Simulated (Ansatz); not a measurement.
# C6H18N3Y: the cost of one run

Program: Ansatz 0.2.0, Gaussian basis. Level of theory: the settings change from run to run. These are calculated values, not measurements.

### Step 1. The geometry

The geometry comes from an earlier relaxation with PBE0-D4 in a triple-zeta def2 set; it is a stationary point, not always the lowest conformer. Y takes a core potential in def2 sets; no spin-orbit term is included.

SMILES `C[N](C)[Y]([N](C)C)[N](C)C`, 28 atoms, charge 0, spin multiplicity 1.

Atoms are counted from 1 here; the program's logs count them from 0.

Bond lengths: C1–N2 1.438 Å, C1–H11 1.094 Å, C1–H12 1.103 Å, C1–H13 1.103 Å, N2–C3 1.441 Å, N2–Y4 2.157 Å, C3–H14 1.103 Å, C3–H15 1.103 Å, C3–H16 1.099 Å, Y4–N5 2.157 Å, Y4–N8 2.157 Å, N5–C6 1.438 Å, N5–C7 1.441 Å, C6–H17 1.103 Å, C6–H18 1.094 Å, C6–H19 1.103 Å, C7–H20 1.103 Å, C7–H21 1.103 Å and more. Angles: N2–C1–H11 111.2°, N2–C1–H12 112.2°, N2–C1–H13 112.4°, H11–C1–H12 107.0°, H11–C1–H13 107.3°, H12–C1–H13 106.4°, C1–N2–C3 110.7°, C1–N2–Y4 132.6°, C3–N2–Y4 116.7°, N2–C3–H14 112.7°, N2–C3–H15 112.4°, N2–C3–H16 111.3°, H14–C3–H15 106.6°, H14–C3–H16 106.8°, H15–C3–H16 106.5°, N2–Y4–N5 119.8°, N2–Y4–N8 119.8°, N5–Y4–N8 119.8° and more.

### Step 2. LC-wPBE/def2-SVP

This run has high accuracy.

in.yaml

```yaml
crystal:
  periodic: [false, false, false]
  atoms:
    - {symbol: C, position_ang: [-0.171514, -3.164746, -0.905892]}
    - {symbol: N, position_ang: [-0.801191, -1.941270, -0.489527]}
    - {symbol: C, position_ang: [-2.236133, -2.075363, -0.508882]}
    - {symbol: Y, position_ang: [-0.015674, -0.022901, 0.108016]}
    - {symbol: N, position_ang: [-1.317186, 1.696589, 0.173029]}
    - {symbol: C, position_ang: [-2.676161, 1.905863, -0.246595]}
    - {symbol: C, position_ang: [-0.761826, 2.908143, 0.721658]}
    - {symbol: N, position_ang: [2.110521, 0.232076, 0.370820]}
    - {symbol: C, position_ang: [2.945619, 1.398380, 0.465935]}
    - {symbol: C, position_ang: [2.902391, -0.969046, 0.457251]}
    - {symbol: H, position_ang: [0.918478, -3.066500, -0.914403]}
    - {symbol: H, position_ang: [-0.475760, -3.464087, -1.922906]}
    - {symbol: H, position_ang: [-0.419383, -4.011799, -0.244089]}
    - {symbol: H, position_ang: [-2.629277, -2.303652, -1.513823]}
    - {symbol: H, position_ang: [-2.593197, -2.876659, 0.159621]}
    - {symbol: H, position_ang: [-2.727815, -1.150145, -0.177897]}
    - {symbol: H, position_ang: [-3.332804, 2.205297, 0.587705]}
    - {symbol: H, position_ang: [-3.100179, 0.996860, -0.684399]}
    - {symbol: H, position_ang: [-2.758717, 2.698955, -1.008579]}
    - {symbol: H, position_ang: [-0.740652, 3.735585, -0.007360]}
    - {symbol: H, position_ang: [-1.326873, 3.272053, 1.596154]}
    - {symbol: H, position_ang: [0.272574, 2.755775, 1.059456]}
    - {symbol: H, position_ang: [3.707881, 1.430336, -0.330519]}
    - {symbol: H, position_ang: [3.492176, 1.447648, 1.422840]}
    - {symbol: H, position_ang: [2.355637, 2.316157, 0.380455]}
    - {symbol: H, position_ang: [3.645746, -1.048584, -0.353693]}
    - {symbol: H, position_ang: [2.272264, -1.867263, 0.399988]}
    - {symbol: H, position_ang: [3.461095, -1.037711, 1.405665]}
basis:
  gaussian: {orbitals: def2-SVP}
hamiltonian: {xc: {name: LC-wPBE}}
accuracy: high
output: {forces: true}
```

The run is started by

```console
$ ansatz run in.yaml --threads 4 --pin off --events-out ev --progress --plain --max-ram 66560MiB --backend cpu
```

**Question.** How long does this run take on 4 threads of AMD EPYC 7R13, shared host, and how much memory does it need?

About 28 s, with a peak of 2.7 GiB.
